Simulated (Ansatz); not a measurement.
**NaHF2: biaxial against axial strain**

This session takes NaHF2 and sets out to strain the cell in the xy plane and along z independently.

Method: DFT PBEsol, scalar-relativistic, plane waves, PAW, in Ansatz 0.2.0.

## 1. The structure to begin with

It takes space group R-3m (No. 166, trigonal). The conventional cell has a = 3.457 Å, b = 3.457 Å, c = 13.917 Å, α = 90.00°, β = 90.00°, γ = 120.00°. Na (site symmetry -3m) is surrounded by 6 F at 2.26 Å. Around H (site symmetry -3m) lie 2 F at 1.25 Å. F (site symmetry 3m) has 1 H at 1.25 Å as nearest neighbours.

Coordinates:

```
CELL_PARAMETERS angstrom
1.72845 0.99792 4.63887
-1.72845 0.99792 4.63887
0.00000 -1.99584 4.63887
ATOMIC_POSITIONS crystal
Na 0.00000 0.00000 0.00000
H 0.50000 0.50000 0.50000
F 0.41000 0.41000 0.41000
F 0.59000 0.59000 0.59000
```

The cell is taken as given, not relaxed at this level.

## 2. The reference cell

Reference values: F = -3095.6262 eV; pressure -4.04 GPa; largest force 2.314 eV/Å; gap on the mesh 6.63 eV. It was computed beforehand with the settings of the runs below.

## 3. Next: biaxial against axial strain

The cell is strained by p along both x and y and by q along z, with fractional coordinates fixed.

## 4. At p = -0.050, q = -0.050

File input.yaml:

```yaml
crystal:
  lattice:
    - [1.6420229563, 0.9480223958, 4.4069271639]
    - [-1.6420229563, 0.9480223958, 4.4069271639]
    - [0.0, -1.8960447916, 4.4069271639]
  atoms:
    - { symbol: Na, position: [0.0, 0.0, 0.0] }
    - { symbol: H, position: [0.5, 0.5, 0.5] }
    - { symbol: F, position: [0.41, 0.41, 0.41] }
    - { symbol: F, position: [0.59, 0.59, 0.59] }
basis:
  ecutwfc: 420
kpoints:
  mp_grid: { grid: [9, 9, 9] }
hamiltonian:
  xc: pbesol
scf:
  occupations: { method: gaussian, width: 0.05 }
output:
  forces: true
  stress: true
  eigenvalues: true
```

## 5. At p = -0.050, q = 0.000

Changes to input.yaml since step 4:

```diff
@@ -2,5 +2,5 @@
   lattice:
-    - [1.6420229563, 0.9480223958, 4.4069271639]
-    - [-1.6420229563, 0.9480223958, 4.4069271639]
-    - [0.0, -1.8960447916, 4.4069271639]
+    - [1.6420229563, 0.9480223958, 4.6388706988]
+    - [-1.6420229563, 0.9480223958, 4.6388706988]
+    - [0.0, -1.8960447916, 4.6388706988]
   atoms:
```

## 6. p = -0.050, q = 0.050

Changes to input.yaml since step 5:

```diff
@@ -2,5 +2,5 @@
   lattice:
-    - [1.6420229563, 0.9480223958, 4.6388706988]
-    - [-1.6420229563, 0.9480223958, 4.6388706988]
-    - [0.0, -1.8960447916, 4.6388706988]
+    - [1.6420229563, 0.9480223958, 4.8708142337]
+    - [-1.6420229563, 0.9480223958, 4.8708142337]
+    - [0.0, -1.8960447916, 4.8708142337]
   atoms:
```

## 7. Point p = 0.000, q = -0.050

Changes to input.yaml since step 6:

```diff
@@ -2,5 +2,5 @@
   lattice:
-    - [1.6420229563, 0.9480223958, 4.8708142337]
-    - [-1.6420229563, 0.9480223958, 4.8708142337]
-    - [0.0, -1.8960447916, 4.8708142337]
+    - [1.7284452171, 0.9979183114, 4.4069271639]
+    - [-1.7284452171, 0.9979183114, 4.4069271639]
+    - [0.0, -1.9958366228, 4.4069271639]
   atoms:
```

## 8. p = 0.000, q = 0.050

Changes to input.yaml since step 7:

```diff
@@ -2,5 +2,5 @@
   lattice:
-    - [1.7284452171, 0.9979183114, 4.4069271639]
-    - [-1.7284452171, 0.9979183114, 4.4069271639]
-    - [0.0, -1.9958366228, 4.4069271639]
+    - [1.7284452171, 0.9979183114, 4.8708142337]
+    - [-1.7284452171, 0.9979183114, 4.8708142337]
+    - [0.0, -1.9958366228, 4.8708142337]
   atoms:
```

## 9. p = 0.050, q = -0.050

Changes to input.yaml since step 8:

```diff
@@ -2,5 +2,5 @@
   lattice:
-    - [1.7284452171, 0.9979183114, 4.8708142337]
-    - [-1.7284452171, 0.9979183114, 4.8708142337]
-    - [0.0, -1.9958366228, 4.8708142337]
+    - [1.814867478, 1.047814227, 4.4069271639]
+    - [-1.814867478, 1.047814227, 4.4069271639]
+    - [0.0, -2.0956284539, 4.4069271639]
   atoms:
```

## 10. p = 0.050, q = 0.000

Changes to input.yaml since step 9:

```diff
@@ -2,5 +2,5 @@
   lattice:
-    - [1.814867478, 1.047814227, 4.4069271639]
-    - [-1.814867478, 1.047814227, 4.4069271639]
-    - [0.0, -2.0956284539, 4.4069271639]
+    - [1.814867478, 1.047814227, 4.6388706988]
+    - [-1.814867478, 1.047814227, 4.6388706988]
+    - [0.0, -2.0956284539, 4.6388706988]
   atoms:
```

## 11. At p = 0.050, q = 0.050

Changes to input.yaml since step 10:

```diff
@@ -2,5 +2,5 @@
   lattice:
-    - [1.814867478, 1.047814227, 4.6388706988]
-    - [-1.814867478, 1.047814227, 4.6388706988]
-    - [0.0, -2.0956284539, 4.6388706988]
+    - [1.814867478, 1.047814227, 4.8708142337]
+    - [-1.814867478, 1.047814227, 4.8708142337]
+    - [0.0, -2.0956284539, 4.8708142337]
   atoms:
```

(Steps that only read results are left out.)

**Question.** What will these runs give? Wanted: highest point; lowest point away from the origin.

The runs gave:

| quantity | value |
| --- | --- |
| highest point | 92.2 meV/atom at (p, q) = (-0.050, 0.050) |
| lowest point away from the origin | -47.2 meV/atom at (0.050, -0.050) |

**Reading.** Of the points run, the lowest is (0.050, -0.050), 47.2 meV/atom below the undisturbed cell, which was taken as given and not relaxed at this level. At |p| = |q| = 0.050, points where p and q have the same sign cost 37.3 meV/atom on average, those of opposite sign 22.5: stretching in the plane is cheaper with a contraction along z. The gap on the mesh runs from 6.11 to 7.22 eV over the map.
